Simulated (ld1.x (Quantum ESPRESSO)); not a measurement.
# An ultrasoft potential for fluorine, from input to tests

Do these settings give a usable potential? It is generated, then checked for transferability, scattering, ghosts and hardness.

Program: ld1.x (Quantum ESPRESSO) 7.5. Reference atom: LDA (PW92), scalar-relativistic, spherical and spin-unpolarised. All values are calculated.

## Step 1: Starting point

The settings as typed:

- element: fluorine (F, Z = 9)
- type: ultrasoft
- frozen core: [He]
- valence charge: 7
- reference configuration: 2s2 2p3 (charge +2)
- partial waves: 2s (bound): rcut 0.65, rcutus 0.80 bohr; 2s channel at -4 Ry: rcut 0.65, rcutus 0.80 bohr; 2p (bound): rcut 0.65, rcutus 0.80 bohr; 2p channel at -0.65 Ry: rcut 0.65, rcutus 0.80 bohr
- local potential: all-electron potential smoothed inside 0.80 bohr (lloc = -1)
- core correction: Bessel-smoothed model core, default radius (core density twice the valence density)
- augmentation charge: PSQ, radius 0.50 bohr

The nodes and maxima of the atom's own shells, from an earlier all-electron run, set the scale for the radii.

All-electron outer shells of the reference configuration (LDA (PW92), scalar-relativistic, ld1.x):

```json
{"shell": "2s", "level (eV)": "-67.61", "outermost node (bohr)": "0.24", "outermost maximum (bohr)": "0.73"}
{"shell": "2p", "level (eV)": "-49.12", "outermost node (bohr)": "–", "outermost maximum (bohr)": "0.65"}
{"shell": "3d", "level (eV)": "-7.50", "outermost node (bohr)": "–", "outermost maximum (bohr)": "3.17"}
{"shell": "4f", "level (eV)": "-3.47", "outermost node (bohr)": "–", "outermost maximum (bohr)": "7.69"}
```

## Step 2: Generating the potential

F.in

```
 &input
   title='F', zed=9., rel=1, dft='PW', iswitch=3,
   config='[He] 2s2 2p3',
   nld=2, rlderiv=0.90, eminld=-7.0, emaxld=5.0, deld=0.02
 /
 &inputp
   pseudotype=3, tm=.true., lloc=-1, rcloc=0.80,
   nlcc=.true., new_core_ps=.true.,
   which_augfun='PSQ', rmatch_augfun=0.50,
   file_pseudopw='F.UPF', file_wfcaegen='ae.wfc', file_wfcncgen='nc.wfc', file_beta='beta', file_chi='chi', file_wfcusgen='us.wfc'
 /
4
2S  1  0   2.00   0.00  0.65  0.80  0.0
2S  1  0   0.00  -4.00  0.65  0.80  0.0
2P  2  1   3.00   0.00  0.65  0.80  0.0
2P  2  1   0.00  -0.65  0.65  0.80  0.0
 &test
   configts(1)='2s2 2p3'
 /
```

Run with:

```console
$ ld1.x < F.in > F.out
```

Output in F.out (without the banner and most projector matrices):

```text
     Program LD1 v.7.5
     --------------------------- All-electron run ----------------------------

     F
     scalar relativistic calculation

     atomic number is  9.00
     dft =PW   lsd =0 sic =0 latt =0  beta=0.20 tr2=1.0E-14
     Exchange-correlation= PW
                           (   1   4   0   0   0   0   0)
     mesh =1105 r(mesh) =  99.76081 a.u. xmin = -7.00 dx = 0.01250
     1 Ry =  13.60569312 eV, c = 137.03599908

     n l     nl                  e(Ry)          e(Ha)          e(eV)
     1 0     1S 1( 2.00)       -51.8720       -25.9360      -705.7545
     2 0     2S 1( 2.00)        -4.9695        -2.4848       -67.6138
     2 1     2P 1( 3.00)        -3.6103        -1.8051       -49.1204

     final scf error:  4.2E-15 reached in  21 iterations

     Etot =    -194.109079 Ry,     -97.054540 Ha,   -2640.988564 eV

     Ekin =     193.751031 Ry,      96.875515 Ha,    2636.117068 eV
     Encl =    -445.900232 Ry,    -222.950116 Ha,   -6066.781714 eV
     Eh   =      75.022809 Ry,      37.511405 Ha,    1020.737319 eV
     Exc  =     -16.982688 Ry,      -8.491344 Ha,    -231.061236 eV

     normalization and overlap integrals

     s(1S/1S) =  1.000000  <r> =   0.1771  <r2> =    0.0423  r(max) =   0.1154
     s(2S/2S) =  1.000000  <r> =   0.9224  <r2> =    1.0157  r(max) =   0.7336
     s(2P/2P) =  1.000000  <r> =   0.8955  <r2> =    1.0088  r(max) =   0.6474

     ------------------------ End of All-electron run ------------------------

     --------------------- Generating US pseudopotential ---------------------

      Generating local potential from pseudized AE potential:
      Matching radius rcloc =   0.8000

      Local pseudo, rcloc= 0.801 Estimated cut-off energy=    36.18 Ry

      Computing core charge for nlcc:

       r > 0.29 : true rho core
      Core charge pseudized with two Bessel functions
      Integrated core pseudo-charge :   1.40
      Wfc-us  2S rcutus= 0.801  Estimated cut-off energy=    70.64 Ry
      Wfc-us  2S rcutus= 0.801  Estimated cut-off energy=    72.50 Ry
      Wfc-us  2P rcutus= 0.801  Estimated cut-off energy=   119.01 Ry
      Wfc-us  2P rcutus= 0.801  Estimated cut-off energy=   129.05 Ry

     Q pseudized with Bessel functions
     Expected ecutrho=    1028.7706 due to l1=  1   l2=  1

     ------------------- End of pseudopotential generation -------------------

     [... the all-electron block is printed once more ...]


     Computing logarithmic derivative in   0.90172
     Computing logarithmic derivative in   0.90172
     Computing the partial wave expansion
     R is outside the sphere for l=    0 j= 0.00
     R is outside the sphere for l=    0 j= 0.00
     R is outside the sphere for l=    1 j= 0.00
     R is outside the sphere for l=    1 j= 0.00

     ---------------------- Testing the pseudopotential ----------------------

     F
     scalar relativistic calculation

     atomic number is  9.00   valence charge is  7.00
     dft =PW   lsd =0 sic =0 latt =0  beta=0.20 tr2=1.0E-14
     mesh =1105 r(mesh) =  99.76081 xmin = -7.00 dx = 0.01250

     n l     nl             e AE (Ry)        e PS (Ry)    De AE-PS (Ry)
     1 0     2S   1( 2.00)       -4.96952       -4.96958        0.00006
     2 1     2P   1( 3.00)       -3.61028       -3.61032        0.00004

     eps = 4.0E-17  iter =  4

     Etot =    -194.109079 Ry,     -97.054540 Ha,   -2640.988564 eV
     Etotps =   -48.924333 Ry,     -24.462167 Ha,    -665.649462 eV

     Ekin =      27.030492 Ry,      13.515246 Ha,     367.768583 eV
     Encl =     -90.952138 Ry,     -45.476069 Ha,   -1237.466884 eV
     Ehrt =      25.144126 Ry,      12.572063 Ha,     342.103264 eV
     Ecxc =     -12.015799 Ry,      -6.007899 Ha,    -163.483268 eV
     (Ecc =      -4.830607 Ry,      -2.415304 Ha,     -65.723762 eV)
     Epseu=       1.868986 Ry,       0.934493 Ha,      25.428844 eV

     ---------------------- End of pseudopotential test ----------------------
```

It took 0.88 s on 1 thread of Neoverse-V2, shared host. (Generation and the later configuration tests together.)

All-electron and pseudo partial waves u(r) = r·R(r), from the program's wave files:

| r (bohr) | 2s AE | 2s PS |
| --- | --- | --- |
| 0.040 | -0.3662 | 0.0993 |
| 0.080 | -0.4872 | 0.1976 |
| 0.120 | -0.4602 | 0.2939 |
| 0.160 | -0.3478 | 0.3874 |
| 0.200 | -0.1907 | 0.4771 |
| 0.240 | -0.0153 | 0.5622 |
| 0.280 | 0.1618 | 0.6421 |
| 0.320 | 0.3300 | 0.7162 |
| 0.360 | 0.4835 | 0.7841 |
| 0.400 | 0.6190 | 0.8452 |
| 0.440 | 0.7353 | 0.8995 |
| 0.480 | 0.8325 | 0.9467 |
| 0.520 | 0.9112 | 0.9867 |
| 0.560 | 0.9727 | 1.0196 |
| 0.600 | 1.0187 | 1.0453 |
| 0.640 | 1.0506 | 1.0640 |
| 0.680 | 1.0702 | 1.0757 |
| 0.720 | 1.0790 | 1.0806 |
| 0.760 | 1.0786 | 1.0788 |
| 0.800 | 1.0704 | 1.0704 |
| 0.840 | 1.0557 | 1.0557 |
| 0.880 | 1.0354 | 1.0354 |
| 0.920 | 1.0109 | 1.0109 |
| 0.960 | 0.9827 | 0.9827 |
| 1.000 | 0.9519 | 0.9519 |
| 1.040 | 0.9190 | 0.9190 |

## Step 3: Transferability test

F.test.in

```
 &input
   title='F', zed=9., rel=1, dft='PW', iswitch=2,
   config='[He] 2s2 2p3'
 /
 &test
   file_pseudo='F.UPF', nconf=10,
   configts(1)='2s2 2p3',
   configts(2)='2s2 2p5',
   configts(3)='2s2 2p4',
   configts(4)='2s2 2p2',
   configts(5)='2s2 2p5.3',
   configts(6)='2s2 2p4.5',
   configts(7)='2s1 2p5',
   configts(8)='2s1 2p6',
   configts(9)='2s2 2p3', lsdts(9)=1,
   configts(10)='2s2 2p5', lsdts(10)=1
 /
```

Run with:

```console
$ ld1.x < F.test.in > F.test.out
```

F.test.out, the pseudopotential blocks:

```text
     ---------------------- Testing the pseudopotential ----------------------

     F
     scalar relativistic calculation

     atomic number is  9.00   valence charge is  7.00
     dft =PW   lsd =0 sic =0 latt =0  beta=0.20 tr2=1.0E-14
     mesh =1105 r(mesh) =  99.76081 xmin = -7.00 dx = 0.01250

     n l     nl             e AE (Ry)        e PS (Ry)    De AE-PS (Ry)
     1 0     2S   1( 2.00)       -4.96952       -4.96958        0.00006
     2 1     2P   1( 3.00)       -3.61028       -3.61032        0.00004

     eps = 4.0E-17  iter =  4

     Etot =    -194.109079 Ry,     -97.054540 Ha,   -2640.988564 eV
     Etotps =   -48.924333 Ry,     -24.462167 Ha,    -665.649462 eV

     Ekin =      27.030492 Ry,      13.515246 Ha,     367.768583 eV
     Encl =     -90.952138 Ry,     -45.476069 Ha,   -1237.466884 eV
     Ehrt =      25.144126 Ry,      12.572063 Ha,     342.103264 eV
     Ecxc =     -12.015799 Ry,      -6.007899 Ha,    -163.483268 eV
     (Ecc =      -4.830607 Ry,      -2.415304 Ha,     -65.723762 eV)
     Epseu=       1.868986 Ry,       0.934493 Ha,      25.428844 eV

     ---------------------- End of pseudopotential test ----------------------

     ---------------------- Testing the pseudopotential ----------------------

     F
     [...]
     n l     nl             e AE (Ry)        e PS (Ry)    De AE-PS (Ry)
     1 0     2S   1( 2.00)       -2.17916       -2.17934        0.00018
     2 1     2P   1( 5.00)       -0.83019       -0.83028        0.00009

     eps = 4.5E-16  iter =  8

     Etot =    -198.377594 Ry,     -99.188797 Ha,   -2699.064669 eV
     Etotps =   -53.193193 Ry,     -26.596597 Ha,    -723.730261 eV
     dEtot_ae =      -4.268515 Ry
     dEtot_ps =      -4.268860 Ry,   Delta E=       0.000345 Ry

     [...]
     ---------------------- End of pseudopotential test ----------------------

     ---------------------- Testing the pseudopotential ----------------------

     F
     [...]
     n l     nl             e AE (Ry)        e PS (Ry)    De AE-PS (Ry)
     1 0     2S   1( 2.00)       -3.46006       -3.46030        0.00023
     2 1     2P   1( 4.00)       -2.09172       -2.09178        0.00006

     eps = 2.7E-16  iter =  9

     Etot =    -196.940115 Ry,     -98.470057 Ha,   -2679.506764 eV
     Etotps =   -51.755544 Ry,     -25.877772 Ha,    -704.170053 eV
     dEtot_ae =      -2.831035 Ry
     dEtot_ps =      -2.831211 Ry,   Delta E=       0.000176 Ry

     [...]
     ---------------------- End of pseudopotential test ----------------------

     ---------------------- Testing the pseudopotential ----------------------

     F
     [...]
     n l     nl             e AE (Ry)        e PS (Ry)    De AE-PS (Ry)
     1 0     2S   1( 2.00)       -6.67111       -6.67066       -0.00045
     2 1     2P   1( 2.00)       -5.35437       -5.35452        0.00015

     eps = 5.0E-18  iter =  7

     Etot =    -189.644761 Ry,     -94.822381 Ha,   -2580.248426 eV
     Etotps =   -44.459765 Ry,     -22.229883 Ha,    -604.905923 eV
     dEtot_ae =       4.464318 Ry
     dEtot_ps =       4.464568 Ry,   Delta E=      -0.000250 Ry

     [...]
     ---------------------- End of pseudopotential test ----------------------

     ---------------------- Testing the pseudopotential ----------------------

     F
     [...]
     n l     nl             e AE (Ry)        e PS (Ry)    De AE-PS (Ry)
     1 0     2S   1( 2.00)       -1.84976       -1.84990        0.00014
     2 1     2P   1( 5.30)       -0.51071       -0.51080        0.00009

     eps = 5.4E-17  iter = 10

     Etot =    -198.577940 Ry,     -99.288970 Ha,   -2701.790515 eV
     Etotps =   -53.393585 Ry,     -26.696793 Ha,    -726.456739 eV
     dEtot_ae =      -4.468861 Ry
     dEtot_ps =      -4.469252 Ry,   Delta E=       0.000391 Ry

     [...]
     ---------------------- End of pseudopotential test ----------------------

     ---------------------- Testing the pseudopotential ----------------------

     F
     [...]
     n l     nl             e AE (Ry)        e PS (Ry)    De AE-PS (Ry)
     1 0     2S   1( 2.00)       -2.78764       -2.78788        0.00023
     2 1     2P   1( 4.50)       -1.42591       -1.42599        0.00008

     eps = 4.7E-15  iter =  9

     Etot =    -197.816709 Ry,     -98.908354 Ha,   -2691.433431 eV
     Etotps =   -52.632223 Ry,     -26.316112 Ha,    -716.097878 eV
     dEtot_ae =      -3.707629 Ry
     dEtot_ps =      -3.707890 Ry,   Delta E=       0.000261 Ry

     [...]
     ---------------------- End of pseudopotential test ----------------------

     ---------------------- Testing the pseudopotential ----------------------

     F
     [...]
     n l     nl             e AE (Ry)        e PS (Ry)    De AE-PS (Ry)
     1 0     2S   1( 1.00)       -3.47299       -3.47121       -0.00178
     2 1     2P   1( 5.00)       -2.09887       -2.09884       -0.00003

     eps = 3.3E-15  iter =  7

     Etot =    -195.568878 Ry,     -97.784439 Ha,   -2660.850136 eV
     Etotps =   -50.385091 Ry,     -25.192546 Ha,    -685.524089 eV
     dEtot_ae =      -1.459799 Ry
     dEtot_ps =      -1.460758 Ry,   Delta E=       0.000960 Ry

     [...]
     ---------------------- End of pseudopotential test ----------------------

     ---------------------- Testing the pseudopotential ----------------------

     F
     [...]
     n l     nl             e AE (Ry)        e PS (Ry)    De AE-PS (Ry)
     1 0     2S   1( 1.00)       -2.21471       -2.21323       -0.00149
     2 1     2P   1( 6.00)       -0.86015       -0.86030        0.00015

     eps = 1.4E-16  iter = 10

     Etot =    -197.025824 Ry,     -98.512912 Ha,   -2680.672904 eV
     Etotps =   -51.842193 Ry,     -25.921097 Ha,    -705.348974 eV
     dEtot_ae =      -2.916745 Ry
     dEtot_ps =      -2.917860 Ry,   Delta E=       0.001115 Ry

     [...]
     ---------------------- End of pseudopotential test ----------------------

     ---------------------- Testing the pseudopotential ----------------------

     F
     [...]
     n l     nl             e AE (Ry)        e PS (Ry)    De AE-PS (Ry)
     1 0     2S   1( 1.00)       -5.14127       -5.14511        0.00383
     2 1     2P   1( 3.00)       -3.79226       -3.79263        0.00037
     1 0     2S   2( 1.00)       -4.64160       -4.63767       -0.00393
     2 1     2P   2( 0.00)       -3.26529       -3.26471       -0.00059

     eps = 2.5E-15  iter =  7

     Etot =    -194.496816 Ry,     -97.248408 Ha,   -2646.263988 eV
     Etotps =   -49.312777 Ry,     -24.656388 Ha,    -670.934506 eV
     dEtot_ae =      -0.387737 Ry
     dEtot_ps =      -0.388444 Ry,   Delta E=       0.000707 Ry

     [...]
     ---------------------- End of pseudopotential test ----------------------

     ---------------------- Testing the pseudopotential ----------------------

     F
     [...]
     n l     nl             e AE (Ry)        e PS (Ry)    De AE-PS (Ry)
     1 0     2S   1( 1.00)       -2.23352       -2.23456        0.00104
     2 1     2P   1( 3.00)       -0.88314       -0.88334        0.00020
     1 0     2S   2( 1.00)       -2.11374       -2.11305       -0.00069
     2 1     2P   2( 2.00)       -0.76702       -0.76700       -0.00003

     eps = 9.3E-15  iter = 10

     Etot =    -198.406610 Ry,     -99.203305 Ha,   -2699.459451 eV
     Etotps =   -53.222268 Ry,     -26.611134 Ha,    -724.125843 eV
     dEtot_ae =      -4.297531 Ry
     dEtot_ps =      -4.297935 Ry,   Delta E=       0.000404 Ry

     [...]
     ---------------------- End of pseudopotential test ----------------------
```

Excitation and ionisation energies from 2s2 2p3, with the error of the potential. Spin-polarised rows fill open shells by Hund's rule and count from the unpolarised reference.

```tsv
valence configuration	charge	ΔE all-electron (eV)	error AE − PS (meV)
2s2 2p5	0	-58.076	+4.7
2s2 2p4	+1	-38.518	+2.4
2s2 2p2	+3	60.740	-3.4
2s2 2p5.3	-0.3	-60.802	+5.3
2s2 2p4.5	+0.5	-50.445	+3.6
2s1 2p5	+1	-19.862	+13
2s1 2p6	0	-39.684	+15
2s2 2p3 (spin-polarised)	+2	-5.275	+9.6
2s2 2p5 (spin-polarised)	0	-58.471	+5.5
```

## Step 4: Does it scatter like the atom?

Taken from the files of the generation run. The phase is arctan(r·u′/u) with u = r·R, unwrapped, with energies in Ry. A pole is an energy at which the radial function vanishes at the test radius. The pseudo phase is shifted by a multiple of π to meet the all-electron one at the reference energy. Levels narrower than the energy grid can be missing from the poles. The last column is the largest difference on the grid between −1 and +1 Ry.

| channel | radius (bohr) | reference (Ry) | poles AE | poles PS | window around the reference with phases within 0.05 rad (Ry) | largest difference near zero (rad) |
| --- | --- | --- | --- | --- | --- | --- |
| s | 0.90 | -4.97 | none | none | the whole range | 0.001 |
| p | 0.90 | -3.61 | 3.18 | 3.17 | the whole range | 0.000 |

Phases (rad) along the scan:

```
E (Ry)    s AE    s PS    p AE    p PS
 -7.00   0.266   0.266   0.738   0.738
 -6.48   0.087   0.086   0.634   0.634
 -5.96  -0.111  -0.112   0.501   0.501
 -5.44  -0.314  -0.315   0.330   0.330
 -4.92  -0.507  -0.507   0.118   0.118
 -4.40  -0.678  -0.678  -0.129  -0.129
 -3.88  -0.823  -0.823  -0.387  -0.387
 -3.36  -0.943  -0.943  -0.624  -0.624
 -2.84  -1.041  -1.042  -0.822  -0.822
 -2.32  -1.122  -1.123  -0.980  -0.980
 -1.80  -1.189  -1.190  -1.103  -1.103
 -1.28  -1.246  -1.246  -1.200  -1.200
 -0.76  -1.293  -1.294  -1.277  -1.277
 -0.24  -1.334  -1.335  -1.339  -1.339
  0.28  -1.369  -1.370  -1.391  -1.391
  0.80  -1.400  -1.401  -1.434  -1.434
  1.32  -1.427  -1.428  -1.471  -1.471
  1.84  -1.452  -1.453  -1.503  -1.503
  2.36  -1.474  -1.475  -1.532  -1.532
  2.88  -1.494  -1.495  -1.557  -1.557
  3.40  -1.512  -1.513  -1.581  -1.581
  3.92  -1.528  -1.530  -1.602  -1.602
  4.44  -1.544  -1.546  -1.622  -1.622
  4.96  -1.558  -1.560  -1.640  -1.640
```

## Step 5: Plane-wave convergence, by spherical Bessel functions

A separate test, outside the generator: the pseudo-atom's Hamiltonian at the reference potential is diagonalised in spherical Bessel functions j_l(qr) that vanish at 20 bohr, with q² up to the cutoff.

All-electron valence levels (Ry): 2s -4.9695, 2p -3.6103. The lowest levels of each channel (Ry) by cutoff; the last column sums, over occupied levels, occupation times the distance from the level at 400 Ry. A positive value at high cutoff is not a bound level.

```
cutoff (Ry)     s #1     p #1     d #1     f #1  Σ f·Δε (mRy)
          8  -4.6486  -1.8531  -0.5384  -0.2547        5917.5
         21  -4.9649  -2.5892  -0.5487  -0.2548        3076.4
         45  -4.9698  -3.3266  -0.5505  -0.2548         854.5
         70  -4.9700  -3.5523  -0.5507  -0.2548         176.9
        110  -4.9703  -3.6092  -0.5507  -0.2548           5.6
        120  -4.9703  -3.6103  -0.5507  -0.2548           2.5
        180  -4.9703  -3.6107  -0.5507  -0.2548           1.0
        230  -4.9704  -3.6110  -0.5507  -0.2548           0.2
        400  -4.9704  -3.6110  -0.5507  -0.2548           0.0
```

The sum stays within 10 mRy from 110 Ry and within 1 mRy from 180 Ry. The sum leaves out empty levels, which can need more. Ghost test: no level below the all-electron spectrum of its channel (s, p, d, f tested).

## Step 6: What came out

```
                                                quantity                 value
               cutoffs for 10 and 1 mRy, occupied levels     110 Ry and 180 Ry
                                            bound ghosts            none found
         largest test error (AE − PS), unpolarised tests  +15 meV, for 2s1 2p6
largest phase difference near zero energy, channels read             0.001 rad
         lowest eigenvalue of the overlap (Bessel basis)             0.538 (s)
               density cutoff estimated by the generator               1029 Ry
```

What this shows: The worst unpolarised test, 2s1 2p6, is off by 15 meV on 39.7 eV; by total energies transferability rates as good. By its cutoff, 110 Ry for the looser tolerance, it is hard. The slowest occupied level is 2p: taken alone it needs 120 Ry to come within 1 mRy, against 30 Ry for 2s. The Bessel-basis test finds no level below the valence levels. Near zero energy the phases of the channels with partial waves agree within 0.001 rad. These are tests on the free atom; a crystal test is still owed.
